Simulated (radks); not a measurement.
**Taking charge from the 5s level of Ru in fractions**

An exercise on one series of results from a longer session: the logs are not shown, and one member is left open.

The numbers are computed with radks (a radial shooting solver on a logarithmic mesh, Libxc functionals) version 1 (non-relativistic Kohn-Sham, r2SCAN, spin-polarised, spherical densities, point nucleus; open shells are filled with parallel spins first), except any that are marked as measured or tabulated.

## The system

- element: ruthenium (Z = 44)
- charge: 0
- electrons: 44
- configuration: [Kr] 4d7 5s(up 1, down 0)

A shell typed twice in an input gives spin up, then spin down.

The first run:

Settings of this run:

```text
Z 44
configuration [Kr] 4d7 5s1 5s0
relativity non-relativistic
functional r2scan,r2scan
spin polarised
nucleus point
```

Steps of the session up to this table: Start: [Kr] 4d7 5s(up 1, down 0).

One table of the session follows, with a row left open; its other results are not shown here.

It belongs to the step «Start: [Kr] 4d7 5s(up 1, down 0)». From the orbitals of this run (lengths in bohr):

```
  level    <r>  outermost maximum (interpolated)  90 % within  nodes
  4s up  1.054                             0.943         1.53      3
4s down  1.050                             0.940         1.53      3
  4p up  1.147                             0.997         1.70      2
4p down  1.141                             0.993         1.69      2
  4d up  1.656                              1.20         2.70      1
  5s up      ?                                 ?            ?      ?
4d down  1.699                              1.20         2.82      1
5s down  3.814                              3.00         5.89      4
```

Estimate the missing values for 5s up.

As computed: <r>: 3.400; outermost maximum (interpolated): 2.82; 90 % within: 5.11; nodes: 4. In the column «<r>» it lies between 4d down (1.699) and 5s down (3.814).
